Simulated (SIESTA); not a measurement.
# AlGa3N4: single point with PBEsol

The system is AlGa3N4.

```
CELL_PARAMETERS angstrom
5.14559 0.00000 0.00000
0.00000 3.16708 0.00000
-0.00372 0.00000 5.48365
ATOMIC_POSITIONS crystal
Ga 0.99991 0.00000 0.16624
Ga 0.49913 0.00000 0.83133
Ga 0.49914 0.50000 0.33515
Al 0.00050 0.50000 0.66730
N 0.63260 0.50000 0.66727
N 0.62025 0.00000 0.16615
N 0.11683 0.00000 0.82526
N 0.11924 0.50000 0.34130
```

The cell comes from a database or a generator and needn't be the stable form of this composition.

```
Program             : SIESTA 5.4.2
Task                : single point
Functional          : PBEsol
Potentials or basis : PseudoDojo 0.4 standard (PBEsol files)
Basis               : DZP (energy shift 0.003 Ry; two zetas on semicore shells)
Grid cutoff         : 800 Ry
Energy shift        : 0.003 Ry
k mesh              : 5 × 8 × 5
Occupations         : fermi-dirac, width 0.05 eV
Spin                : no spin polarisation
```

The pressure is 2.1 GPa and the largest force is 0.104 eV/Å. The band gap on the k mesh is 2.46 eV, direct and the hirshfeld charges are Ga +0.36, +0.35; Al +0.27; N -0.33, -0.34 e. The voronoi charges are Ga +0.44, +0.43, +0.42; Al +0.37; N -0.41, -0.43, -0.42 e.

Forces on the atoms (eV/Å):
```
Ga   0.006  0.000 -0.019
Ga  -0.045  0.000 -0.021
Ga  -0.028  0.000  0.019
Al   0.027  0.000  0.036
N   -0.082  0.000  0.006
N    0.002  0.000 -0.007
N    0.073  0.000  0.075
N    0.045  0.000 -0.089
```

Levels at points of the mesh, in eV from the valence-band top:
| k point | band 29 | band 30 | band 31 | band 32 | band 33 | band 34 |
| --- | --- | --- | --- | --- | --- | --- |
| (0.00, 0.00, 0.00) | -0.08 | -0.03 | 0.00 | 2.46 | 4.66 | 5.26 |
| (0.00, 0.50, 0.00) | -2.09 | -1.87 | -1.84 | 5.59 | 5.64 | 7.00 |

It took 8.2 min on 1 thread of Arm Neoverse V1, on a shared host, peak memory 0.88 GiB.

Caveat: Mulliken charges of long-ranged orbitals can have an unphysical sign; the basis of atomic orbitals isn't converged, which shifts pressures, moduli and gaps. A hybrid or GW would open this gap; PBEsol tends to underestimate it.
